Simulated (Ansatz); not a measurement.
Relaxation of a periodic cell of 33 atoms, Al (host Al, host structure fcc, interstitial Al), to a largest force component of 0.03 eV/Å in at most 60 steps.

The calculation used DFT PBE, scalar-relativistic, plane waves, PAW in Ansatz. Settings: cutoff 420 eV, k mesh 3x3x3, fermi-dirac smearing 0.1 eV, no spin polarisation.

```xyz
33
Lattice="8.1000 0.0000 0.0000 0.0000 8.1000 0.0000 0.0000 0.0000 8.1000" Properties=species:S:1:pos:R:3:forces:R:3
Al 4.050 0.000 0.000 0.02 0.00 0.00
Al 6.075 2.025 0.000 0.00 -0.02 0.00
Al 6.075 0.000 2.025 0.00 0.00 -0.02
Al 0.000 0.000 0.000 -0.02 0.00 0.00
Al 2.025 2.025 0.000 0.00 -0.09 0.00
Al 4.050 4.050 0.000 0.10 0.00 0.00
Al 6.075 6.075 0.000 0.00 0.02 0.00
Al 2.025 0.000 2.025 0.00 0.00 -0.09
Al 4.050 2.025 2.025 0.16 -0.16 -0.16
Al 6.075 4.050 2.025 0.00 0.00 -0.09
Al 4.050 0.000 4.050 0.10 0.00 0.00
Al 6.075 2.025 4.050 0.00 -0.09 0.00
Al 6.075 0.000 6.075 0.00 0.00 0.02
Al 0.000 4.050 0.000 -0.09 0.00 0.00
Al 2.025 6.075 0.000 0.00 0.09 0.00
Al 0.000 2.025 2.025 -0.16 -0.16 -0.16
Al 2.025 4.050 2.025 -0.15 -0.04 -6.82
Al 4.050 6.075 2.025 0.16 0.16 -0.16
Al 0.000 0.000 4.050 -0.09 0.00 0.00
Al 2.025 2.025 4.050 -0.15 -6.89 -0.05
Al 4.050 4.050 4.050 8.38 -0.05 -0.06
Al 6.075 6.075 4.050 0.00 0.09 0.00
Al 2.025 0.000 6.075 0.00 0.00 0.09
Al 4.050 2.025 6.075 0.16 -0.16 0.16
Al 6.075 4.050 6.075 0.00 0.00 0.09
Al 0.000 6.075 2.025 -0.16 0.16 -0.16
Al 0.000 4.050 4.050 -6.14 -0.03 -0.04
Al 2.025 6.075 4.050 -0.16 7.46 -0.05
Al 0.000 2.025 6.075 -0.16 -0.16 0.16
Al 2.025 4.050 6.075 -0.17 -0.04 7.54
Al 4.050 6.075 6.075 0.16 0.16 0.16
Al 0.000 6.075 6.075 -0.16 0.16 0.16
Al 2.070 4.061 4.065 -1.64 -0.42 -0.53
```

Question: Where does it end, and by what steps?

Answer: The forces met the threshold. The force dipped under the threshold on the way, but the program's further checks kept it going. Limits of this set-up: coarse k mesh, a small cell, in which the defect meets its images, a typed lattice constant that wasn't relaxed here. After 8 steps the energy has fallen by 8.058 eV; Al21 moved furthest, 0.56 Å. The start is strongly strained (largest force component 8 eV/Å).

| step | energy less start (eV) | largest force component (eV/Å) | accepted |
| --- | --- | --- | --- |
| 0 | 0.0000 | 8.383 | yes |
| 1 | -5.7251 | 3.344 | yes |
| 2 | -7.8700 | 0.795 | yes |
| 3 | -8.0569 | 0.031 | yes |
| 4 | -8.0569 | 0.031 | yes |
| 5 | -8.0579 | 0.003 | yes |
| 6 | -8.0579 | 0.044 | no |
| 7 | -8.0584 | 0.011 | yes |
| 8 | -8.0584 | 0.027 | yes |

```xyz
33
Lattice="8.1000 0.0000 0.0000 0.0000 8.1000 0.0000 0.0000 0.0000 8.1000" Properties=species:S:1:pos:R:3
Al 4.081 -0.016 -0.017
Al 6.055 1.979 -0.017
Al 6.055 -0.017 1.979
Al -0.047 -0.017 -0.017
Al 2.030 1.896 0.018
Al 4.154 4.053 0.019
Al 6.055 6.107 -0.017
Al 2.030 0.018 1.896
Al 4.043 2.040 2.040
Al 6.099 4.053 1.895
Al 4.154 0.018 4.053
Al 6.099 1.895 4.053
Al 6.055 -0.017 6.107
Al -0.130 4.053 0.018
Al 2.030 6.181 0.019
Al -0.017 2.007 2.007
Al 1.989 4.021 1.640
Al 4.015 6.038 2.070
Al -0.130 0.018 4.053
Al 1.989 1.639 4.021
Al 4.609 4.022 4.021
Al 6.099 6.183 4.053
Al 2.030 0.018 6.181
Al 4.015 2.070 6.038
Al 6.099 4.053 6.183
Al 0.009 6.073 2.033
Al -0.367 4.022 4.021
Al 1.990 6.609 4.021
Al 0.010 2.033 6.073
Al 1.990 4.021 6.611
Al 3.985 6.008 6.008
Al 0.039 6.046 6.046
Al 2.157 4.153 4.154
```

Whether the end is a true minimum wasn't checked by a vibrational analysis.

Run time: 54 s on 4 threads of Intel(R) Xeon(R) 6975P-C (Granite Rapids) (shared host), peak memory 1.5 GiB.
